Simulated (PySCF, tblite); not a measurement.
# C₄H₁₂OSi₂: geometry, infrared bands and NMR shifts

Aim: predict the infrared bands and NMR shifts of C₄H₁₂OSi₂ (`[SiH3]C[SiH2]C1COC1`).

Programs: tblite 0.8.0 and PySCF 2.14.0, with density-fitted response routines of our own. Each step states its level of theory. These are calculated values for one molecule in the gas phase, unless marked as measured. Atoms are numbered from 0 throughout.

### 1 The molecule as given

19 atoms, charge 0, multiplicity 1; geometry from: force field or distance geometry start.

Bonds of the start (Å): Si0–C1 1.85, C1–Si2 1.83, Si2–C3 1.87, C3–C4 1.53, C4–O5 1.40, O5–C6 1.41, C6–C3 1.50, Si0–H7 1.49, Si0–H8 1.46, Si0–H9 1.47, C1–H10 1.12, C1–H11 1.11, Si2–H12 1.47, Si2–H13 1.48, C3–H14 1.10, C4–H15 1.12, C4–H16 1.10, C6–H17 1.13, C6–H18 1.10.

### 2 Geometry optimisation with GFN2-xTB

The job: settings as JSON, then the geometry in Å.

```
{"job": {"kind": "relax", "xc": "GFN2-xTB", "basis": "xTB"}, "charge": 0, "multiplicity": 1}
Si     2.161500     0.979300     0.257400
C      1.793700    -0.833700     0.227000
Si     0.157700    -1.295200    -0.440800
C     -1.000700     0.142200    -0.714700
C     -2.398200    -0.257200    -0.235500
O     -2.571400     1.044300     0.244600
C     -1.182600     1.026900     0.486900
H      1.878500     1.610600     1.574000
H      1.448900     1.728400    -0.779700
H      3.592700     1.204100     0.020500
H      1.872700    -1.280500     1.252700
H      2.590900    -1.331100    -0.373100
H      0.327300    -1.957700    -1.741400
H     -0.506000    -2.295800     0.420700
H     -0.955600     0.644300    -1.689200
H     -2.412300    -0.977200     0.625900
H     -3.092700    -0.557100    -1.030100
H     -1.013800     0.404600     1.411700
H     -0.700400     2.010300     0.475500
```

Command:

```console
$ OMP_NUM_THREADS=1 python probes_run.py task.json out
```

The driver reads the jobs from task.json and runs them one after another.

**Question.** This job is followed by: GFN2-xTB harmonic vibrations, gas phase; GIAO PBE0/pcSseg-1 NMR shielding, non-relativistic, gas phase. Predict these results of the whole session: strongest single infrared mode (GFN2-xTB); zero-point energy (GFN2-xTB); 13C shifts against TMS (PBE0/pcSseg-1, means over atoms taken as alike); 1H shifts against TMS (PBE0/pcSseg-1, means over atoms taken as alike); 29Si shifts against TMS (PBE0/pcSseg-1); 17O shifts against H2O (PBE0/pcSseg-1); surface potential, 1st and 99th percentile.

As calculated:

| quantity | value |
| --- | --- |
| strongest single infrared mode (GFN2-xTB) | 2239 cm⁻¹, 422 km/mol |
| zero-point energy (GFN2-xTB) | 89.3 kcal/mol |
| 13C shifts against TMS (PBE0/pcSseg-1, means over atoms taken as alike) | 75.8, 18.1, -14.8 ppm |
| 1H shifts against TMS (PBE0/pcSseg-1, means over atoms taken as alike) | 5.16, 4.67, 4.43, 3.89, 2.66, -0.20 ppm |
| 29Si shifts against TMS (PBE0/pcSseg-1) | -34.9, -74.5 ppm |
| 17O shifts against H2O (PBE0/pcSseg-1) | 13.8 ppm |
| surface potential, 1st and 99th percentile | -1.68 V and 1.05 V |

In words: The optimisation took 181 steps and gained 0.945 eV; among the close pairs (by a distance rule), C1–Si2 changed most, from 1.826 to 1.899 Å. All 51 modes are real, so the xTB geometry is a minimum. The strongest single mode, at 2239 cm⁻¹, moves mainly H9. Unscaled tight-binding wavenumbers are off by several per cent, some by more. Its intensities can rank the bands wrongly. At PBE0/pcSseg-1: The widest tensor belongs to O5: span 113 ppm, with a paramagnetic part of -76 ppm.
